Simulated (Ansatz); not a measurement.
# FePtC4N4: the cost of one run

Program: Ansatz 0.2.0. Level of theory: DFT PBE, scalar-relativistic, plane waves, PAW. These are calculated values, not measurements.

## 1. The starting structure

The structure is cubic, space group P-43m (No. 215). Conventional cell: a = 5.907 Å, b = 5.907 Å, c = 5.907 Å, α = 90.00°, β = 90.00°, γ = 90.00°. Fe (site symmetry -43m) is surrounded by 4 C at 1.94 Å. Pt (site symmetry -43m) has 4 N at 2.01 Å in its first shell of neighbours. C (site symmetry 3m) is surrounded by 1 N at 1.17 Å and 1 Fe at 1.94 Å. N (site symmetry 3m) has 1 C at 1.17 Å and 1 Pt at 2.01 Å in its first shell of neighbours.

Structure file:

```
Fe Pt C N
1.0
     5.90687    0.00000    0.00000
     0.00000    5.90687    0.00000
     0.00000    0.00000    5.90687
Fe Pt C N
1 1 4 4
Direct
  0.00000 0.00000 0.00000
  0.50000 0.50000 0.50000
  0.18942 0.18942 0.18942
  0.18942 0.81058 0.81058
  0.81058 0.18942 0.81058
  0.81058 0.81058 0.18942
  0.30378 0.30378 0.30378
  0.30378 0.69622 0.69622
  0.69622 0.30378 0.69622
  0.69622 0.69622 0.30378
```

Recipe of the guess: two interpenetrating cyanide-bridged diamond nets (P-43m, No. 215). The dimensions are guesses.

## 2. Probe: one point on a coarse mesh

Contents of input.yaml:

```yaml
crystal:
  lattice:
    - [5.9068706, 0.0, 0.0]
    - [0.0, 5.9068706, 0.0]
    - [0.0, 0.0, 5.9068706]
  atoms:
    - { symbol: Fe, position: [0.0, 0.0, 0.0], spin: 4.0 }
    - { symbol: Pt, position: [0.5, 0.5, 0.5] }
    - { symbol: C, position: [0.1894243, 0.1894243, 0.1894243] }
    - { symbol: C, position: [0.1894243, 0.8105757, 0.8105757] }
    - { symbol: C, position: [0.8105757, 0.1894243, 0.8105757] }
    - { symbol: C, position: [0.8105757, 0.8105757, 0.1894243] }
    - { symbol: "N", position: [0.30378262, 0.30378262, 0.30378262] }
    - { symbol: "N", position: [0.30378262, 0.69621738, 0.69621738] }
    - { symbol: "N", position: [0.69621738, 0.30378262, 0.69621738] }
    - { symbol: "N", position: [0.69621738, 0.69621738, 0.30378262] }
basis:
  ecutwfc: 420
kpoints:
  mp_grid: { grid: [4, 4, 4] }
hamiltonian:
  xc: pbe
scf:
  occupations: { method: gaussian, width: 0.1 }
  lower_state_search: "off"
output:
  forces: true
  stress: true
  eigenvalues: true
  populations: true
magnetization:
  spin_polarized: true
```

Command:

```console
> ansatz run input.yaml --threads 1 --pin off --max-ram 2560MiB --backend cpu --events-out ev --progress --plain --runs-dir out
```

Q: Estimate wall time and peak memory on 1 thread of Intel Xeon at 2.50GHz (Skylake/Cascade Lake), shared host.

About 79 s, with a peak of 0.51 GiB.
